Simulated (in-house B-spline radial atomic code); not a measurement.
**Excited states and polarisability of Ir⁷⁵⁺ by several methods**

Aim: excitation energies, oscillator strengths, polarisability and C6 of Ir⁷⁵⁺ by linear response on several mean fields, with the cost of each.

The numbers are computed with in-house B-spline radial atomic code version 1 (linear response of a closed shell, each method with its own adiabatic kernel; spin-free one-electron X2C, finite nucleus; B-spline basis; no spin-orbit coupling, no double excitations; only terms of natural parity, (−1)^L, with L up to 3 are computed), except any that are marked as measured or tabulated.

## 1. The system

- element: iridium (Z = 77)
- charge: +75
- configuration: 1s2
- runs: TDHF; PBE; CAM-B3LYP; PBEsol; BP86; LDA (VWN5)

The outer shells:

Ir⁷⁵⁺
```
1s [↑↓]
```

## 2. TDHF

Settings of the run:

```ini
Z = 77
electrons = 2.0
configuration = 1s2
hamiltonian = x2c
method = hf
box_radius = 1.89
rms_radius = 5.4032
intervals = 61
```

Launch:

```
> python run_td.py task.json out
```

The settings of every run stand in task.json; they run in order.

## 3. PBE

Changes to the settings of step 2:

```diff
@@ -4,3 +4,3 @@
 hamiltonian = x2c
-method = hf
+method = pbe,pbe
 box_radius = 1.89
```

## 4. CAM-B3LYP

Changes to the settings of step 3:

```diff
@@ -4,3 +4,3 @@
 hamiltonian = x2c
-method = pbe,pbe
+method = camb3lyp
 box_radius = 1.89
```

## 5. PBEsol

Changes to the settings of step 4:

```diff
@@ -4,3 +4,3 @@
 hamiltonian = x2c
-method = camb3lyp
+method = pbesol
 box_radius = 1.89
```

## 6. BP86

Changes to the settings of step 5:

```diff
@@ -4,3 +4,3 @@
 hamiltonian = x2c
-method = pbesol
+method = b88,p86
 box_radius = 1.89
```

## 7. LDA (VWN5)

Changes to the settings of step 6:

```diff
@@ -4,3 +4,3 @@
 hamiltonian = x2c
-method = b88,p86
+method = lda,vwn
 box_radius = 1.89
```

Before running it: what results should come out? Wanted: for each run, threshold; 1s→2p ¹P; 1s→2p ³P, Tamm-Dancoff; α; C6.

**Answer**, as computed:

```tsv
run	threshold (eV)	1s→2p ¹P (eV)	1s→2p ³P, Tamm-Dancoff (eV)	α (bohr³)	C6 (hartree bohr⁶)	time
TDHF	86669.6	66083.2	66010.4	1.803e-07	6.695e-11	0.1 s
PBE	86098.1	65875.2	65803.5	1.809e-07	6.722e-11	0.1 s
CAM-B3LYP	86215.5	65881.0	65703.2	1.807e-07	6.715e-11	0.2 s
PBEsol	86062.6	65849.6	65778.0	1.810e-07	6.732e-11	0.1 s
BP86	86108.8	65884.9	65815.4	1.808e-07	6.720e-11	0.1 s
LDA (VWN5)	86010.5	65814.3	65744.5	1.813e-07	6.748e-11	0.1 s
```

What this shows: α runs from 1.80e-07 (TDHF) to 1.81e-07 bohr³ (LDA (VWN5)). The semilocal functionals put the threshold at 86010.5 to 86108.8 eV, under Hartree-Fock's 86669.6 eV, through self-interaction. Spin-orbit coupling, absent here, splits and mixes these terms strongly in an ion this highly charged, so they need not match single real levels.
